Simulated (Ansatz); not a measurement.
# Br2HSb: the cost of one run

The runs use Ansatz 0.2.0, Gaussian basis; the settings change from run to run.

### Step 1. The relaxed structure

The structure was relaxed beforehand with PBE0-D4 in a triple-zeta def2 set. Sb takes a core potential in def2 sets; no spin-orbit term is included.

4 atoms, charge 0, spin multiplicity 1.

Atoms are counted from 1 here; the program's logs count them from 0.

Bond lengths: Br1–Sb2 2.504 Å, Sb2–Br3 2.504 Å, Sb2–H4 1.715 Å. Angles: Br1–Sb2–Br3 100.0°, Br1–Sb2–H4 92.8°, Br3–Sb2–H4 92.8°.

### Step 2. wPBEh/def2-mTZVPP

This run has the search for lower states set to light.

in.yaml

```yaml
crystal:
  periodic: [false, false, false]
  atoms:
    - {symbol: Br, position_ang: [-2.112981, 0.124431, -0.155439]}
    - {symbol: Sb, position_ang: [0.290393, -0.025519, -0.843268]}
    - {symbol: Br, position_ang: [1.162361, -1.545615, 0.945806]}
    - {symbol: H, position_ang: [0.715827, 1.386404, 0.032600]}
basis:
  gaussian: {orbitals: def2-mTZVPP}
hamiltonian: {xc: {name: wPBEh}}
scf: {lower_state_search: light}
output: {forces: true}
```

On the command line:

```
$ ansatz run in.yaml --threads 2 --pin off --events-out ev --progress --plain --max-ram 4352MiB
```

**Question.** How long does this run take on 2 threads of Arm Neoverse V1, shared host, and how much memory does it need?

About 4 s, with a peak of 0.36 GiB.
